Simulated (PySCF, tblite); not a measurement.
# C3H10B2NS radical: geometry, infrared bands and EPR parameters

Wanted: the infrared bands and EPR parameters of C3H10B2NS radical (`CNB[CH]BSC`), by calculation.

The runs use tblite 0.8.0 and PySCF 2.14.0, with density-fitted response routines of our own; the level of theory stands in each step. All values are computed, except where a source is named. Atoms are numbered from 0 throughout.

## 1. The starting structure

17 atoms, charge 0, multiplicity 2; geometry from: force field or distance geometry start.

Bonds of the start (Å): C0–N1 1.46, N1–B2 1.55, B2–C3 1.58, C3–B4 1.60, B4–S5 1.89, S5–C6 1.82, C0–H7 1.12, C0–H8 1.11, C0–H9 1.10, N1–H10 1.04, B2–H11 1.19, C3–H12 1.12, B4–H13 1.17, C6–H14 1.11, C6–H15 1.13, C6–H16 1.11.

## 2. Geometry optimisation with GFN2-xTB

The job: settings as JSON, then the geometry in Å.

```
{"job": {"kind": "relax", "xc": "GFN2-xTB", "basis": "xTB"}, "charge": 0, "multiplicity": 2}
C     -1.531700     1.633200    -0.123800
N     -1.723900     0.417400    -0.914000
B     -1.346800    -0.807300    -0.050800
C     -0.226100    -1.794600    -0.554200
B      1.028900    -1.721000     0.427900
S      2.723800    -1.295400    -0.282900
C      2.506900     0.504700    -0.098500
H     -2.200800     1.649500     0.773400
H     -1.791200     2.509000    -0.753800
H     -0.485500     1.746300     0.202300
H     -2.737500     0.327200    -1.140900
H     -1.914700    -1.003700     0.973800
H     -0.629800    -2.835500    -0.551200
H      0.917200    -1.955400     1.570200
H      1.671900     0.859100    -0.740700
H      2.292400     0.761000     0.976700
H      3.440000     1.017400    -0.404100
```

The run is started by

```sh
OMP_NUM_THREADS=1 python probes_run.py task.json out
```

The driver reads the jobs from task.json and runs them one after another.

Log:

```text
step      E/eV     max force
  0    -545.06158    2.703
  1    -545.32700    1.764
  2    -545.46653    0.640
  3    -545.49266    0.417
  4    -545.51884    0.292
  5    -545.52644    0.376
  6    -545.54886    0.489
  7    -545.56158    0.405
  8    -545.57917    0.390
  9    -545.59633    0.342
 10    -545.61667    0.426
 11    -545.63576    0.416
 12    -545.65501    0.288
 13    -545.67523    0.368
 14    -545.70393    0.480
 15    -545.74318    0.707
 16    -545.78577    0.652
 17    -545.82437    0.632
 18    -545.73824    2.526
 19    -545.87941    0.450
 20    -545.90264    0.416
 21    -545.99787    0.679
 22    -546.04425    0.756
 23    -546.09248    0.503
 24    -546.12747    0.524
 25    -546.15846    0.497
 26    -546.19103    0.579
 27    -546.22043    0.452
 28    -546.25007    0.425
 29    -546.27421    0.464
 30    -546.30115    0.482
 31    -546.33485    0.527
 32    -546.37703    0.776
 33    -546.42276    0.780
 34    -546.48101    0.564
 35    -546.52195    0.688
 36    -546.58334    1.155
 37    -546.64522    1.298
 38    -546.72953    1.207
 39    -546.77895    0.636
 40    -546.83244    0.541
 41    -546.89012    0.798
 42    -546.89879    1.019
 43    -546.92941    0.366
 44    -546.94752    0.522
 45    -546.97710    0.472
 46    -547.01017    0.724
 47    -547.03413    0.582
 48    -547.07709    0.552
 49    -547.11459    0.464
 50    -547.11460    1.333
 51    -547.15475    0.371
 52    -547.16495    0.413
 53    -547.18233    0.245
 54    -547.19178    0.278
 55    -547.20653    0.242
 56    -547.21443    0.225
 57    -547.22374    0.309
 58    -547.23451    0.367
 59    -547.24987    0.381
 60    -547.26344    0.287
 61    -547.27431    0.386
 62    -547.28372    0.261
 63    -547.29325    0.210
 64    -547.29967    0.164
 65    -547.30243    0.116
 66    -547.30469    0.128
 67    -547.30727    0.109
 68    -547.30939    0.107
 69    -547.31127    0.105
 70    -547.31436    0.129
 71    -547.31827    0.175
 72    -547.32346    0.213
 73    -547.33024    0.212
 74    -547.33968    0.225
 75    -547.35227    0.264
 76    -547.36850    0.285
 77    -547.38510    0.492
 78    -547.40284    0.352
 79    -547.41907    0.292
 80    -547.43597    0.247
 81    -547.44557    0.251
 82    -547.45462    0.279
 83    -547.46159    0.247
 84    -547.47063    0.235
 85    -547.48845    0.325
 86    -547.49901    0.233
 87    -547.51780    0.358
 88    -547.53590    0.376
 89    -547.55064    0.459
 90    -547.56676    0.372
 91    -547.57763    0.439
 92    -547.59459    0.272
 93    -547.61474    0.479
 94    -547.62728    0.359
 95    -547.64073    0.282
 96    -547.64654    0.315
 97    -547.65481    0.241
 98    -547.66439    0.213
 99    -547.67939    0.240
100    -547.69146    0.288
101    -547.70582    0.334
102    -547.71843    0.322
103    -547.73237    0.251
104    -547.74590    0.333
105    -547.74730    0.512
106    -547.76518    0.316
107    -547.77188    0.179
108    -547.78071    0.173
109    -547.78651    0.189
110    -547.79440    0.278
111    -547.80303    0.286
112    -547.80858    0.226
113    -547.81416    0.158
114    -547.81908    0.160
115    -547.82355    0.258
116    -547.82845    0.226
117    -547.83775    0.233
118    -547.84411    0.244
119    -547.85190    0.260
120    -547.85768    0.188
121    -547.86185    0.178
122    -547.86545    0.136
123    -547.86723    0.087
124    -547.86866    0.083
125    -547.87012    0.088
126    -547.87208    0.091
127    -547.87453    0.120
128    -547.87854    0.175
129    -547.88394    0.220
130    -547.89107    0.227
131    -547.89628    0.244
132    -547.90351    0.157
133    -547.90949    0.145
134    -547.91454    0.242
135    -547.91585    0.241
136    -547.91726    0.095
137    -547.91835    0.067
138    -547.91908    0.065
139    -547.92010    0.071
140    -547.92083    0.069
141    -547.92154    0.063
142    -547.92219    0.063
143    -547.92290    0.074
144    -547.92351    0.067
145    -547.92424    0.064
146    -547.92476    0.066
147    -547.92579    0.088
148    -547.92701    0.130
149    -547.92863    0.120
150    -547.93076    0.122
151    -547.93320    0.099
152    -547.93564    0.152
153    -547.93755    0.162
154    -547.93968    0.137
155    -547.94120    0.162
156    -547.94321    0.137
157    -547.94538    0.111
158    -547.94723    0.105
159    -547.94882    0.159
160    -547.95092    0.139
161    -547.95340    0.164
162    -547.95556    0.200
163    -547.95786    0.120
164    -547.95923    0.109
165    -547.96068    0.106
166    -547.96177    0.059
167    -547.96238    0.063
168    -547.96277    0.040
169    -547.96302    0.031
170    -547.96322    0.033
171    -547.96344    0.039
172    -547.96376    0.034
173    -547.96411    0.045
174    -547.96434    0.045
175    -547.96461    0.052
176    -547.96496    0.052
177    -547.96530    0.047
178    -547.96563    0.041
179    -547.96580    0.025
180    -547.96592    0.022
181    -547.96598    0.015
182    -547.96603    0.016
183    -547.96607    0.019
184    -547.96611    0.016
185    -547.96613    0.010
186    -547.96616    0.013
187    -547.96619    0.018
188    -547.96624    0.022
189    -547.96629    0.023
190    -547.96636    0.017
191    -547.96646    0.022
192    -547.96659    0.030
193    -547.96672    0.035
194    -547.96680    0.024
195    -547.96684    0.014
196    -547.96687    0.014
197    -547.96690    0.017
198    -547.96694    0.018
199    -547.96697    0.012
200    -547.96699    0.015
201    -547.96701    0.015
202    -547.96703    0.015
203    -547.96706    0.014
204    -547.96709    0.015
205    -547.96712    0.017
206    -547.96717    0.021
207    -547.96723    0.023
208    -547.96728    0.018
209    -547.96732    0.011
210    -547.96733    0.004
```

It took 1.1 s on 1 thread of Arm Neoverse V2, shared host.

Along the way: (not every step is listed)

```csv
step,energy from step 0 (eV),largest force (eV/Å)
0,0.0000,2.7032
1,-0.2654,1.7643
2,-0.4049,0.6397
3,-0.4311,0.4166
4,-0.4573,0.2923
5,-0.4649,0.3756
6,-0.4873,0.4886
7,-0.5000,0.4054
8,-0.5176,0.3904
27,-1.1588,0.4522
46,-1.9486,0.7238
65,-2.2408,0.1162
84,-2.4090,0.2352
103,-2.6708,0.2505
122,-2.8039,0.1355
141,-2.8600,0.0628
160,-2.8893,0.1391
179,-2.9042,0.0248
198,-2.9054,0.0175
205,-2.9055,0.0168
206,-2.9056,0.0214
207,-2.9056,0.0228
208,-2.9057,0.0181
209,-2.9057,0.0110
210,-2.9057,0.0044
```

Distances of close pairs at the start and the end, largest changes first:

```csv
bond,before (Å),after (Å),change (Å)
N1–B2,1.545,1.395,-0.150
C3–B4,1.595,1.500,-0.095
B4–S5,1.887,1.804,-0.083
B2–C3,1.576,1.535,-0.041
C6–H15,1.126,1.085,-0.041
C0–H7,1.119,1.088,-0.032
N1–H10,1.043,1.011,-0.031
C3–H12,1.116,1.088,-0.028
```

The next job starts from the end point, and lists it.

## 3. Infrared spectrum with GFN2-xTB

The job: settings as JSON, then the geometry in Å.

```
{"job": {"kind": "ir", "xc": "GFN2-xTB", "basis": "xTB"}, "charge": 0, "multiplicity": 2}
C     -3.652117     1.100483    -0.048304
N     -2.379462     0.633170    -0.529949
B     -1.217380     0.402198     0.205617
C      0.035030    -0.098696    -0.527068
B      1.368811    -0.393317     0.092869
S      2.699045    -0.975074    -0.977100
C      4.090428    -1.186725     0.182844
H     -3.593580     1.255696     1.026746
H     -4.442438     0.371818    -0.256184
H     -3.930841     2.045689    -0.525682
H     -2.381958     0.470382    -1.527911
H     -1.238967     0.599603     1.362086
H     -0.060076    -0.253585    -1.600156
H      1.616311    -0.273738     1.231912
H      4.352696    -0.222013     0.605852
H      3.798917    -1.874430     0.970220
H      4.928583    -1.589429    -0.376355
```

Log:

```text
mode    cm-1     km/mol
  1      37.6      3.42
  2      69.4      1.86
  3      78.2      3.20
  4      84.9      5.87
  5     121.6      0.01
  6     172.7      0.75
  7     192.5      1.53
  8     205.1      1.20
  9     245.9      1.45
 10     337.8      0.12
 11     452.3      1.65
 12     600.3     52.99
 13     680.9     18.51
 14     725.8     18.98
 15     730.4    128.12
 16     743.6     13.53
 17     798.0     16.17
 18     929.1      0.77
 19     953.8     21.79
 20     977.7     18.57
 21     987.9     32.41
 22    1012.1     27.96
 23    1079.2      2.76
 24    1101.6      0.77
 25    1125.1     42.55
 26    1160.1     11.93
 27    1257.4      2.44
 28    1305.9     45.45
 29    1314.7      3.17
 30    1408.8     27.12
 31    1428.8     29.47
 32    1448.9      2.13
 33    1454.3      5.60
 34    1477.3      6.08
 35    1493.4     16.99
 36    2605.0     85.77
 37    2620.6    205.56
 38    2924.2     45.15
 39    2949.6    102.66
 40    2987.0     63.65
 41    3036.7      5.03
 42    3038.8     21.86
 43    3042.6      7.26
 44    3057.5      5.87
 45    3413.7     17.08
```

It took 0.43 s on 1 thread of Arm Neoverse V2, shared host.

Which atoms move in the most intense modes:

```
cm⁻¹  km/mol                                 atoms
 600    53.0           H10 38 %, H12 22 %, N1 14 %
 730   128.1           H12 35 %, C3 25 %, H10 17 %
1306    45.5  C3 29 %, H10 20 %, B2 18 %, H12 17 %
2605    85.8                              H11 83 %
2621   205.6                              H13 83 %
2924    45.1                      H9 48 %, H8 44 %
2950   102.7                      H8 50 %, H9 46 %
2987    63.6                              H12 93 %
```

## 4. g tensor and hyperfine couplings: B3LYP/pcH-1

The job, as its differences from that of step 3:

```diff
@@ -1,2 +1,2 @@
-{"job": {"kind": "ir", "xc": "GFN2-xTB", "basis": "xTB"}, "charge": 0, "multiplicity": 2}
+{"job": {"kind": "epr", "basis": "pcH-1"}, "charge": 0, "multiplicity": 2}
 C     -3.652117     1.100483    -0.048304
```

Level: UKS B3LYP, pcH-1 on B C H N S, non-relativistic, mean-field spin-orbit, GIAO.

Log:

```text
UKS, coarse grid
  cycle   1  E = -622.97289118  |g| = 3.56e-01
  cycle   2  E = -622.93547193  |g| = 4.27e-01
  cycle   3  E = -623.04241113  |g| = 9.05e-02
  cycle   4  E = -623.04690456  |g| = 4.35e-02
  cycle   5  E = -623.04786441  |g| = 1.29e-02
  cycle   6  E = -623.04795235  |g| = 7.71e-03
  cycle   7  E = -623.04798994  |g| = 2.08e-03
  cycle   8  E = -623.04799446  |g| = 1.09e-03
  cycle   9  E = -623.04799522  |g| = 2.65e-04
UKS, final grid
  cycle   1  E = -623.04798174  |g| = 3.17e-04
  cycle   2  E = -623.04798169  |g| = 4.67e-04
  cycle   3  E = -623.04798180  |g| = 4.29e-05
  cycle   4  E = -623.04798180  |g| = 1.99e-05
E = -623.04798180 Eh   <S^2> = 0.7577 (exact 0.7500)
g shifts (ppm)      1          2          3
  rmc          -164       -164       -164
  gc             -1         34         38
  oz_so          35       3395       7083
  total        -129       3266       6958
hyperfine (MHz)  atom isotope    a_iso     a_fc   dipolar eigenvalues
    0   13C      -6.88      -6.89     -0.79      0.04      0.75
    1   14N       7.38       7.39     -7.87     -7.35     15.22
    2   11B     -22.94     -22.95     -2.69     -1.46      4.15
    3   13C      43.18      43.33    -53.52    -53.36    106.87
    4   11B     -20.58     -20.72     -5.40      1.25      4.16
    5   33S       8.82       8.84    -19.33    -17.71     37.04
    6   13C      -4.39      -4.44     -0.33     -0.01      0.35
    7    1H       0.39       0.38     -1.38     -1.25      2.63
    8    1H      21.15      21.15     -1.52     -1.18      2.71
    9    1H      21.32      21.32     -1.52     -1.19      2.71
   10    1H     -11.39     -11.40     -5.08     -4.12      9.20
   11    1H       0.42       0.42     -3.34     -2.76      6.11
   12    1H     -38.99     -38.98    -24.23     -2.06     26.29
   13    1H      -2.47      -2.50     -4.00     -3.12      7.12
   14    1H      14.89      14.88     -1.28     -0.88      2.16
   15    1H      13.26      13.25     -1.31     -0.84      2.15
   16    1H      -0.04      -0.05     -1.27     -0.97      2.25
```

Wall time 74 s (1 thread of Arm Neoverse V2, shared host); peak memory 1 GiB.

Principal g values 2.00219, 2.00559, 2.00928; g(iso) = 2.00568, against 2.00232 for a free electron.

Mean a(iso) over the nuclei that a row names, and the largest dipolar term of the row (other rows stand at the frozen geometry):

```csv
nuclei,isotope,a(iso) (MHz),"a(iso) (G, at g = 2.0023)",largest dipolar term (MHz)
C3,13C,43.2,15.4,106.9
H12,1H,-39.0,-13.9,26.3
B2,11B,-22.9,-8.2,4.1
B4,11B,-20.6,-7.3,-5.4
"H7, H8, H9",1H,14.3,5.1,2.7
H10,1H,-11.4,-4.1,9.2
"H14, H15, H16",1H,9.4,3.3,2.2
S5,33S,8.8,3.1,37.0
N1,14N,7.4,2.6,15.2
C0,13C,-6.9,-2.5,-0.8
C6,13C,-4.4,-1.6,0.3
H13,1H,-2.5,-0.9,7.1
H11,1H,0.4,0.2,6.1
```

Mulliken spin populations:

C0 -0.01; N1 0.15; B2 -0.05; C3 0.75; B4 0.00; S5 0.18; C6 -0.01; H7 0.00; H8 0.01; H9 0.01; H10 -0.01; H11 0.00; H12 -0.03; H13 0.00; H14 0.01; H15 0.01; H16 0.00

In first order the couplings over 0.8 MHz of 1H, 11B, 14N give 4394 distinct lines over 96.0 G, if the averaged nuclei exchange fast.

Orbitals, density, ELF and potential are computed afterwards from the orbital file.

ELF in a plane through or near 13 of the atoms.

Ten even steps from '0' (0.00) to '9' (1.00):
```
0000000000000000000000000000
0000000000000000000000000000
0000000000000000100000000000
0000000000320007850000000000
0000000004991029990187100000
0000000007995049990699400000
0000012107997039990899400000
0000035306996019970799200000
0000146502864243342575100000
0004754534297684686863300000
0019992867619438384826400000
0029996811848326263635200000
0019982665614994079601100000
0005720733504997089700000000
0000001799503998079700000000
0000001688401995017300000000
0000000355200451000000000000
0000000011000000000000000000
0000000000000000000000000000
0000000000000000000000000000
```
The map spans 15.5 Å across and 8.4 Å up, centred on the molecule. Atoms in the plane (x, y in Å): C0 (3.8, 0.2), N1 (2.5, -0.4), B2 (1.3, 0.3), C3 (0.0, -0.5), B4 (-1.4, 0.1), S5 (-2.8, -1.1), C6 (-4.3, 0.0), H7 (3.7, 1.3), H10 (2.5, -1.4), H11 (1.3, 1.5), H12 (0.1, -1.6), H13 (-1.7, 1.2), H16 (-5.2, -0.6).

log10 of the density (e/Å³) in the same plane.

Values, 10 rows by 14 columns:
```
-4.0 -4.0 -4.0 -4.0 -4.0 -4.0 -4.0 -4.0 -4.0 -4.0 -4.0 -4.0 -4.0 -4.0
-4.0 -4.0 -4.0 -4.0 -3.7 -3.1 -3.3 -3.1 -2.7 -3.1 -3.4 -3.9 -4.0 -4.0
-4.0 -4.0 -3.2 -2.6 -2.6 -1.7 -2.1 -2.0 -1.2 -2.1 -1.7 -2.5 -4.0 -4.0
-4.0 -3.5 -2.0 -1.2 -1.7 -0.2 -1.0 -1.2  0.3 -1.3  0.0 -1.5 -3.4 -4.0
-4.0 -2.8 -1.1  0.1 -1.0 -0.1 -0.4 -0.5  0.5 -0.5  0.3 -0.9 -2.8 -4.0
-4.0 -2.3 -0.2  0.7 -0.1  0.0  0.2  0.6 -0.1  1.3  0.2 -0.7 -2.6 -4.0
-4.0 -2.5 -0.8 -0.7  1.3 -0.1 -0.4  0.2 -1.0  0.4 -1.1 -1.6 -3.0 -4.0
-4.0 -3.5 -2.3 -1.5 -0.3 -0.8 -1.2 -0.5 -1.7 -0.9 -2.1 -2.8 -4.0 -4.0
-4.0 -4.0 -3.8 -2.4 -1.6 -1.9 -2.4 -2.0 -2.8 -2.7 -3.5 -4.0 -4.0 -4.0
-4.0 -4.0 -4.0 -3.8 -3.0 -3.3 -3.8 -3.6 -4.0 -4.0 -4.0 -4.0 -4.0 -4.0
```
The map spans 15.5 Å across and 8.4 Å up, centred on the molecule. Atoms in the plane (x, y in Å): C0 (3.8, 0.2), N1 (2.5, -0.4), B2 (1.3, 0.3), C3 (0.0, -0.5), B4 (-1.4, 0.1), S5 (-2.8, -1.1), C6 (-4.3, 0.0), H7 (3.7, 1.3), H10 (2.5, -1.4), H11 (1.3, 1.5), H12 (0.1, -1.6), H13 (-1.7, 1.2), H16 (-5.2, -0.6).

On the surface of density 0.002 e/bohr³ the electrostatic potential runs, from the 1st to the 99th percentile, from -0.79 V near S5 to 1.64 V near H10.

The spin density lies nearest to C3 50 %; S5 16 %; N1 11 %; B4 7 %.

## 5. What came out

```
                                 quantity                  value
strongest single infrared mode (GFN2-xTB)  2621 cm⁻¹, 206 km/mol
             zero-point energy (GFN2-xTB)          82.7 kcal/mol
                           g(iso) (B3LYP)                2.00568
                                     ⟨S²⟩     0.758 (exact 0.75)
       largest a(iso) (averaged by class)    13C on C3, 43.2 MHz
    surface potential, 1st and 99th percentile     -0.79 V and 1.64 V
```

**Reading.** Relaxing lowered the energy by 2.906 eV in 210 steps; the close pair that moved most is N1–B2, from 1.545 to 1.395 Å. No mode is imaginary among the 45: a minimum at this level. The strongest single mode, at 2621 cm⁻¹, moves mainly H13. Unscaled tight-binding wavenumbers are off by several per cent, some by more. Its intensities can rank the bands wrongly. Most of the unpaired spin sits on C3 (0.75 e). The isotropic g lies 3.4 ppt above the free-electron value.
